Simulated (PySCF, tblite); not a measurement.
**C₄H₅BrF₂Si: geometry, infrared bands and NMR shifts**

What infrared bands and NMR shifts should C₄H₅BrF₂Si (`FC1=C([SiH2][C@H](F)Br)C1`) show?

Programs: tblite 0.8.0 and PySCF 2.14.0, with density-fitted response routines of our own. Each step states its level of theory. These are calculated values for one molecule in the gas phase, unless marked as measured. Atoms count from 0, in the outputs and in this text.

### Step 1. The starting structure

13 atoms, charge 0, multiplicity 1; geometry from: force field or distance geometry start.

Bonds of the start (Å): F0–C1 1.36, C1–C2 1.32, C2–Si3 1.86, Si3–C4 1.87, C4–F5 1.37, C4–Br6 1.93, C2–C7 1.49, C7–C1 1.50, Si3–H8 1.50, Si3–H9 1.45, C4–H10 1.11, C7–H11 1.10, C7–H12 1.10.

### Step 2. Optimising the geometry with GFN2-xTB

The job: settings as JSON, then the geometry in Å.

```
{"job": {"kind": "relax", "xc": "GFN2-xTB", "basis": "xTB"}, "charge": 0, "multiplicity": 1}
F      1.586600     2.484000    -0.079300
C      1.597200     1.120600    -0.107200
C      0.880400     0.011200    -0.163900
Si    -0.760100    -0.855200    -0.307600
C     -2.050900     0.277000     0.420800
F     -2.194700    -0.039900     1.748300
Br    -3.698500     0.014400    -0.551800
C      2.355400    -0.168700    -0.058400
H     -0.736200    -2.090100     0.541300
H     -0.986500    -1.194400    -1.701300
H     -1.690300     1.315600     0.275000
H      2.918600    -0.455000    -0.962000
H      2.774700    -0.419100     0.928300
```

Command:

```
OMP_NUM_THREADS=1 python probes_run.py task.json out
```

The driver reads the jobs from task.json and runs them one after another.

The log of the run:

```text
step      E/eV     max force
  0    -714.73999    2.235
  1    -714.91495    1.126
  2    -715.01493    0.908
  3    -715.03802    0.959
  4    -715.05795    0.364
  5    -715.06957    0.291
  6    -715.07715    0.204
  7    -715.07941    0.136
  8    -715.08231    0.165
  9    -715.08475    0.164
 10    -715.08761    0.170
 11    -715.08990    0.126
 12    -715.09153    0.107
 13    -715.09253    0.074
 14    -715.09319    0.064
 15    -715.09364    0.053
 16    -715.09398    0.043
 17    -715.09431    0.055
 18    -715.09468    0.059
 19    -715.09502    0.069
 20    -715.09527    0.048
 21    -715.09544    0.032
 22    -715.09561    0.039
 23    -715.09587    0.061
 24    -715.09622    0.083
 25    -715.09664    0.074
 26    -715.09705    0.050
 27    -715.09740    0.047
 28    -715.09768    0.044
 29    -715.09793    0.049
 30    -715.09818    0.043
 31    -715.09848    0.057
 32    -715.09887    0.057
 33    -715.09940    0.077
 34    -715.10010    0.102
 35    -715.10109    0.108
 36    -715.10242    0.143
 37    -715.10399    0.144
 38    -715.10541    0.102
 39    -715.10640    0.069
 40    -715.10706    0.071
 41    -715.10779    0.103
 42    -715.10871    0.116
 43    -715.10978    0.230
 44    -715.11131    0.135
 45    -715.11309    0.064
 46    -715.11413    0.074
 47    -715.11502    0.070
 48    -715.11579    0.065
 49    -715.11654    0.060
 50    -715.11700    0.054
 51    -715.11739    0.048
 52    -715.11773    0.048
 53    -715.11831    0.056
 54    -715.11907    0.059
 55    -715.11999    0.060
 56    -715.12055    0.052
 57    -715.12086    0.047
 58    -715.12112    0.042
 59    -715.12144    0.055
 60    -715.12185    0.062
 61    -715.12233    0.059
 62    -715.12281    0.056
 63    -715.12320    0.044
 64    -715.12346    0.054
 65    -715.12361    0.027
 66    -715.12378    0.039
 67    -715.12392    0.030
 68    -715.12400    0.014
 69    -715.12404    0.015
 70    -715.12407    0.016
 71    -715.12410    0.018
 72    -715.12412    0.013
 73    -715.12413    0.007
```

Wall time 0.59 s (1 thread of Intel Xeon Platinum 8488C, shared host); peak memory 0.18 GiB.

The steps of the relaxation: (not every step is listed)

```csv
step,energy from step 0 (eV),largest force (eV/Å)
0,0.0000,2.2349
1,-0.1750,1.1258
2,-0.2749,0.9075
3,-0.2980,0.9589
4,-0.3180,0.3642
5,-0.3296,0.2906
6,-0.3372,0.2043
7,-0.3394,0.1360
8,-0.3423,0.1652
14,-0.3532,0.0643
20,-0.3553,0.0478
26,-0.3571,0.0498
32,-0.3589,0.0572
38,-0.3654,0.1022
44,-0.3713,0.1347
50,-0.3770,0.0544
56,-0.3806,0.0520
62,-0.3828,0.0558
68,-0.3840,0.0141
69,-0.3841,0.0149
70,-0.3841,0.0159
71,-0.3841,0.0181
72,-0.3841,0.0130
73,-0.3841,0.0067
```

Distances of close pairs at the start and the end, largest changes first:

```csv
bond,before (Å),after (Å),change (Å)
Si3–C4,1.865,1.932,+0.067
C2–C7,1.490,1.544,+0.055
F0–C1,1.364,1.312,-0.052
Si3–H8,1.499,1.460,-0.039
C4–Br6,1.931,1.967,+0.036
C1–C7,1.497,1.472,-0.025
C7–H11,1.103,1.084,-0.019
C1–C2,1.322,1.303,-0.019
```

The final coordinates are the input of the step that follows.

### Step 3. Harmonic vibrations with GFN2-xTB

The job: settings as JSON, then the geometry in Å.

```
{"job": {"kind": "ir", "xc": "GFN2-xTB", "basis": "xTB"}, "charge": 0, "multiplicity": 1}
F      1.687069     2.356719     0.296183
C      1.614002     1.062156     0.097092
C      0.889509     0.001887    -0.125430
Si    -0.719017    -0.878041    -0.387088
C     -2.064802     0.339332     0.274997
F     -1.920707     0.559653     1.608689
Br    -3.830446    -0.476716    -0.017409
C      2.423572    -0.158742    -0.045981
H     -0.803793    -2.089772     0.422385
H     -1.019477    -1.080926    -1.803659
H     -2.106651     1.317083    -0.210777
H      2.985306    -0.330200    -0.956753
H      2.861046    -0.621948     0.830022
```

The log of the run:

```text
mode    cm-1     km/mol
  1      22.0      0.84
  2      31.2      1.45
  3      44.2      1.35
  4     117.0      0.76
  5     174.1      2.20
  6     195.9      3.10
  7     259.1     12.07
  8     290.0     16.43
  9     353.5      5.62
 10     381.6     15.52
 11     482.9     94.48
 12     540.5     15.87
 13     574.8     30.69
 14     590.3     11.11
 15     692.8     76.26
 16     713.0     80.60
 17     732.8    295.72
 18     747.8    161.32
 19     967.4      1.29
 20    1031.5     25.45
 21    1036.0      1.89
 22    1038.2    110.67
 23    1127.4      4.62
 24    1140.2     60.07
 25    1253.6     73.62
 26    1255.8     29.74
 27    1476.0      0.82
 28    1926.9    410.18
 29    2289.5    209.74
 30    2312.4    164.36
 31    2940.9     14.69
 32    3026.4     31.29
 33    3037.1     32.42
```

It took 0.53 s on 1 thread of Intel Xeon Platinum 8488C, shared host; peak memory 0.18 GiB.

Which atoms move in the most intense modes:

```csv
cm⁻¹,km/mol,atoms
483,94.5,"H9 32 %, H8 26 %, Si3 23 %"
713,80.6,"C4 24 %, Si3 14 %, H9 13 %, C2 13 %"
733,295.7,"F0 25 %, C2 21 %, H8 17 %, H9 15 %"
748,161.3,"H9 46 %, H8 39 %"
1038,110.7,"C4 45 %, F5 31 %, H10 16 %"
1927,410.2,"C1 55 %, C2 40 %"
2290,209.7,H9 96 %
2312,164.4,H8 96 %
```

### Step 4. Shielding tensors: PBE0/pcSseg-1

Settings changed since step 3:

```diff
@@ -1,2 +1,2 @@
-{"job": {"kind": "ir", "xc": "GFN2-xTB", "basis": "xTB"}, "charge": 0, "multiplicity": 1}
+{"job": {"kind": "nmr", "xc": "PBE0", "basis": "pcSseg-1"}, "charge": 0, "multiplicity": 1}
 F      1.687069     2.356719     0.296183
```

With the program's defaults for keys left out, this is: GIAO PBE0/pcSseg-1 NMR shielding, non-relativistic, gas phase.

The log of the run:

```text
coarse grid: 57424 points
cycle   1  E = -3217.4619939303  dE = -9.904e-02  |g| = 9.172e-01  |ddm| = 3.433e+00
cycle   2  E = -3217.3836082356  dE =  7.839e-02  |g| = 9.817e-01  |ddm| = 9.731e-01
cycle   3  E = -3217.5313331921  dE = -1.477e-01  |g| = 2.629e-01  |ddm| = 7.159e-01
cycle   4  E = -3217.5434804159  dE = -1.215e-02  |g| = 7.758e-02  |ddm| = 2.162e-01
cycle   5  E = -3217.5445245133  dE = -1.044e-03  |g| = 2.913e-02  |ddm| = 7.894e-02
cycle   6  E = -3217.5446876984  dE = -1.632e-04  |g| = 5.030e-03  |ddm| = 2.278e-02
cycle   7  E = -3217.5446928154  dE = -5.117e-06  |g| = 1.328e-03  |ddm| = 5.339e-03
final grid: 119904 points
cycle   8  E = -3217.5446820793  dE =  4.456e-07  |g| = 1.938e-03  |ddm| = 2.770e-03
cycle   9  E = -3217.5446806983  dE =  1.381e-06  |g| = 3.100e-03  |ddm| = 4.040e-03
cycle  10  E = -3217.5446829469  dE = -2.249e-06  |g| = 3.251e-04  |ddm| = 2.496e-03
cycle  11  E = -3217.5446829694  dE = -2.246e-08  |g| = 5.652e-05  |ddm| = 2.745e-04
cycle  12  E = -3217.5446829701  dE = -6.885e-10  |g| = 1.232e-05  |ddm| = 5.254e-05
converged SCF energy = -3217.5446829701

GIAO shielding tensors (ppm)
atom      isotropic    diamagn.    paramagn.     s11        s22        s33       span
  0 F      292.273     472.346    -180.073    134.347    235.557    506.917    372.570
  1 C        7.976     253.086    -245.110   -145.728     56.925    112.730    258.458
  2 C      112.015     259.473    -147.457     17.405    141.359    177.282    159.876
  3 Si     404.114     879.296    -475.182    373.509    402.366    436.467     62.958
  4 C       80.270     246.621    -166.351     30.724     80.176    129.911     99.187
  5 F      362.941     472.963    -110.022    293.447    324.088    471.289    177.841
  6 Br    2063.928    3120.776   -1056.849   1251.483   2029.368   2910.932   1659.449
  7 C      164.257     253.538     -89.281    126.621    155.571    210.579     83.958
  8 H       27.002      27.898      -0.896     23.052     26.855     31.098      8.046
  9 H       27.132      28.053      -0.921     23.098     26.828     31.470      8.371
 10 H       24.599      29.066      -4.467     19.883     24.791     29.123      9.240
 11 H       29.780      29.604       0.176     24.667     27.288     37.383     12.716
 12 H       29.702      29.966      -0.264     24.576     27.538     36.991     12.415
```

It took 30 s on 1 thread of Intel Xeon Platinum 8488C, shared host; peak memory 0.8 GiB.

Shifts follow as δ = σ(reference) − σ, with reference shieldings (ppm) from runs at the same level and on the same kind of geometry: 1H TMS 31.72, 13C TMS 186.9, 29Si TMS 349.2, 19F CFCl3 170.9, 79Br HBr 2622. The references are single molecules in the gas phase, so shifts against H2O, NH3, PH3, H3PO4 or CFCl3 are not on the usual liquid scales and can be off by tens of ppm.

```csv
atoms,environment,σ (ppm),δ (ppm),δ scaled to CDCl3
C1,fully substituted alkene carbon,8.0,178.9,172.7
C4,sp3 CH bonded to Br and F and Si,80.3,106.7,87.3
C2,fully substituted alkene carbon,112.0,74.9,71.2
C7,three-membered-ring carbon,164.3,22.7,20.2
H10,hydrogen on an sp3 CH bonded to Br and F and Si,24.60,7.12,6.82
H8,hydrogen on a silicon bonded to 2 C,27.00,4.72,–
H9,hydrogen on a silicon bonded to 2 C,27.13,4.59,–
H12,hydrogen on a three-membered-ring carbon,29.70,2.01,2.00
H11,hydrogen on a three-membered-ring carbon,29.78,1.94,1.93
F0,vinylic fluorine,292.3,-121.3,–
F5,fluorine on an sp3 carbon,362.9,-192.0,–
Si3,"silicon bonded to 2 C, 2 H",404.1,-55.0,–
Br6,bromine bonded to C,2064,558,–
```

The scaled column applies a straight-line fit of computed shieldings to shifts measured in CDCl3, with any fitted terms for Cl, Br or S neighbours, and one for carbons that bear F (root-mean-square error 0.16 ppm for H, 1.9 ppm for C).

The run also stored atomic charges by several schemes (e):

```csv
atoms,Mulliken,IAO,Hirshfeld,ESP fit
F0,-0.21,-0.21,-0.05,-0.11
C1,0.28,0.32,0.10,0.20
C2,-0.46,-0.37,-0.13,-0.11
Si3,0.75,0.77,0.34,0.37
C4,-0.05,-0.12,-0.01,-0.42
F5,-0.28,-0.28,-0.10,-0.05
Br6,-0.17,-0.07,-0.06,-0.04
C7,-0.18,-0.27,-0.09,-0.26
```

Mayer bond orders: F0–C1 1.05, C1–C2 1.73, C2–Si3 0.86, Si3–C4 0.79, C4–F5 0.89, C4–Br6 0.99, C2–C7 0.81, C7–C1 1.04.

Ring of atoms C1, C2, C7: NICS(0) -30.8, NICS(1) -5.6, NICS(1)zz -10.1 ppm (means of both faces).

In rings of three or four atoms NICS is ruled by the nearby σ bonds, so it says little on aromaticity.

### Step 5. What came out

```
                                 quantity                             value
strongest single infrared mode (GFN2-xTB)             1927 cm⁻¹, 410 km/mol
             zero-point energy (GFN2-xTB)                     46.9 kcal/mol
   13C shifts against TMS (PBE0/pcSseg-1)      178.9, 106.7, 74.9, 22.7 ppm
    1H shifts against TMS (PBE0/pcSseg-1)  7.12, 4.72, 4.59, 2.01, 1.94 ppm
 19F shifts against CFCl3 (PBE0/pcSseg-1)                -121.3, -192.0 ppm
  29Si shifts against TMS (PBE0/pcSseg-1)                         -55.0 ppm
  79Br shifts against HBr (PBE0/pcSseg-1)                           558 ppm
```

**Reading.** Relaxing lowered the energy by 0.384 eV in 73 steps; the close pair that moved most is Si3–C4, from 1.865 to 1.932 Å. All 33 modes are real, so the xTB geometry is a minimum. The strongest single mode, at 1927 cm⁻¹, moves mainly C1 and C2. Unscaled tight-binding wavenumbers are off by several per cent, some by more. Its intensities can rank the bands wrongly. C4 stands next to heavy halogen, whose spin-orbit shielding this run leaves out, so the computed shift lies too far downfield, most of all for carbon beside Br or I. The most deshielded hydrogen is H10 (hydrogen on an sp3 CH bonded to Br and F and Si), at 7.12 ppm: its carbon carries Br and F, an electronegative neighbour. At PBE0/pcSseg-1: Shielding is most anisotropic at Br6 (span 1659 ppm, paramagnetic term -1057 ppm). Spin-orbit coupling is left out, which matters for shieldings and couplings at and beside the heavy atoms.
